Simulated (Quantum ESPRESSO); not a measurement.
# In3Sb under changes of volume

One of the cells (28.292 Å³/atom); the others are scaled copies at fixed shape and fractional positions:

```xyz
4
Lattice="4.8370 0.0000 0.0000 0.0000 4.8370 0.0000 0.0000 0.0000 4.8370" Properties=species:S:1:pos:R:3 pbc="T T T"
Sb    0.0000    0.0000    0.0000
In    0.0000    2.4185    2.4185
In    2.4185    0.0000    2.4185
In    2.4185    2.4185    0.0000
```

The cell comes from a database or a generator and needn't be the stable form of this composition.

```yaml
Program: Quantum ESPRESSO 7.5
Functional: r2SCAN
Potentials_or_basis: SG15 PBE 1.2
Cutoff: 952 eV
Density_cutoff: 3810 eV
k_mesh: 3 × 3 × 3
Occupations: fermi-dirac, width 0.05 eV
Spin: no spin polarisation
```

```tsv
volume (Å³/atom)	energy over the lowest point (meV/atom)	pressure (GPa)
26.594	?	?
27.160	1.13	0.5
27.726	0.00	-0.4
28.292	1.91	-1.1
28.857	6.56	-1.8
29.423	13.62	-2.5
29.989	22.68	-3.0
```

Problem. What does the run at 26.594 Å³/atom give?

Solution. Energy over the lowest point 5.50 meV/atom; pressure 1.4 GPa.

Worked out: A Birch-Murnaghan fit of order 3 (a polynomial in V^(-2/3)) to the other rows has its minimum at 27.64 Å³/atom with B0 = V·E''(V) = 44 GPa and B' = 5.5. It gives 5.84 meV/atom at 26.594 Å³/atom, against the run's 5.50, and -dE/dV = 1.9 GPa, against 1.4.

Energies are extrapolated to zero smearing.

Caveats: all runs use coarse meshes; the potentials were made for another functional, which shifts forces and pressure.
